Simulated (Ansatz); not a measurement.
**CH₂AlLiO (SMILES [Li][Al]1[CH2][O]1): one structure at several levels**

An exercise on one series of results from a longer session: the logs are not shown, and one member is left open.

Program: Ansatz 0.2.0, Gaussian basis. Level of theory: single points in def2-TZVPP. These are calculated values, not measurements.

Cores are frozen in the correlated methods. The outer core shell of Li, Na, Mg and K is correlated.

## Where the work starts

SMILES `[Li][Al]1[CH2][O]1`, 6 atoms, charge 0, spin multiplicity 1.

Atoms are counted from 1 here; the program's logs count them from 0.

Bond lengths: Li1–Al2 2.479 Å, Al2–C3 2.156 Å, Al2–O4 1.766 Å, C3–O4 1.534 Å, C3–H5 1.177 Å, C3–H6 1.147 Å. Angles: Li1–Al2–C3 165.4°, Li1–Al2–O4 147.5°, C3–Al2–O4 44.7°, Al2–C3–O4 54.1°, Al2–C3–H5 121.7°, Al2–C3–H6 121.3°, O4–C3–H5 121.5°, O4–C3–H6 107.5°, H5–C3–H6 114.8°, Al2–O4–C3 81.2°.

Geometry (Å):

```xyz
6
charge 0, multiplicity 1
Li   -2.67200   -2.27350   -0.42840
Al   -0.82510   -0.62520   -0.29260
C     0.96720    0.46360    0.20660
O    -0.33970    1.07240   -0.31880
H     1.93230    0.40710   -0.46430
H     1.13870    0.87500    1.26350
```

Set-up of the first run:

The input, run/in.yaml:

```yaml
crystal:
  periodic: [false, false, false]
  atoms:
    - {symbol: Li, position_ang: [-2.672000, -2.273500, -0.428400]}
    - {symbol: Al, position_ang: [-0.825100, -0.625200, -0.292600]}
    - {symbol: C, position_ang: [0.967200, 0.463600, 0.206600]}
    - {symbol: O, position_ang: [-0.339700, 1.072400, -0.318800]}
    - {symbol: H, position_ang: [1.932300, 0.407100, -0.464300]}
    - {symbol: H, position_ang: [1.138700, 0.875000, 1.263500]}
basis:
  gaussian: {orbitals: def2-TZVPP}
correlation: {method: ccsd_t}
output: {forces: true}
```

The command line of these runs was not kept.

Steps of the session up to this table: CCSD(T)/def2-TZVPP; PBE0-D4/def2-TZVPP; wB97M-V/def2-TZVPP; r2SCAN-D4/def2-TZVPP; PBE-D4/def2-TZVPP; CAM-B3LYP-D4/def2-TZVPP; HSE06-D4/def2-TZVPP.

One of the session's tables, all rows but one given; the rest of the session is left out.

| method | RMS force component (eV/Å) | angle to CCSD(T) forces (°) | dipole (D) |
| --- | --- | --- | --- |
| CCSD(T) | 1.020 | reference | 9.89 |
| PBE0-D4 | 1.122 | 9.0 | 9.73 |
| wB97M-V | ? | ? | ? |
| r2SCAN-D4 | 1.045 | 4.8 | 9.51 |
| PBE-D4 | 0.900 | 8.0 | 8.89 |
| CAM-B3LYP-D4 | 1.159 | 8.2 | 10.25 |
| HSE06-D4 | 1.117 | 9.2 | 9.67 |

Q: Estimate the row for wB97M-V from the others.

As computed: RMS force component (eV/Å): 1.123; angle to CCSD(T) forces (°): 6.0; dipole (D): 10.29. In the column «RMS force component (eV/Å)» it lies between PBE0-D4 (1.122) and CAM-B3LYP-D4 (1.159).
